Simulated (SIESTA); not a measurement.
Crystal: HfMoC2.

```
CELL_PARAMETERS angstrom
3.19142 0.00000 0.00000
0.00000 3.19142 0.00000
0.00000 0.00000 4.48516
ATOMIC_POSITIONS crystal
Hf 0.00000 0.00000 0.00000
Mo 0.50000 0.50000 0.50000
C 0.50000 0.50000 0.00000
C 0.00000 0.00000 0.50000
```

The cell comes from a database or a generator and needn't be the stable form of this composition.

Base run:

| Quantity | Value |
| --- | --- |
| Program | SIESTA 5.4.2 |
| Functional | PBE |
| Potentials or basis | PseudoDojo 0.4 standard (PBE files) |
| Basis | DZP (energy shift 0.003 Ry; two zetas on semicore shells) |
| Grid cutoff | 800 Ry |
| Energy shift | 0.003 Ry |
| k mesh | 8 × 8 × 6 |
| Occupations | fermi-dirac, width 0.05 eV |
| Spin | no spin polarisation |

Its results: band gap on the k mesh none (metal or under the smearing width); pressure 3.1 GPa.

Question: The run is repeated on the same cell with these changes: functional from PBE to PBEsol; potentials or basis from PseudoDojo 0.4 standard (PBE files) to PseudoDojo 0.4 standard (PBEsol files). What comes out?

Answer: Band gap on the k mesh none (metal or under the smearing width); pressure -4.5 GPa.

Caveats: short orbitals over semicore shells can move pressures by several GPa; the basis of atomic orbitals isn't converged, which shifts pressures, moduli and gaps.

Not every run made on this cell is shown here.
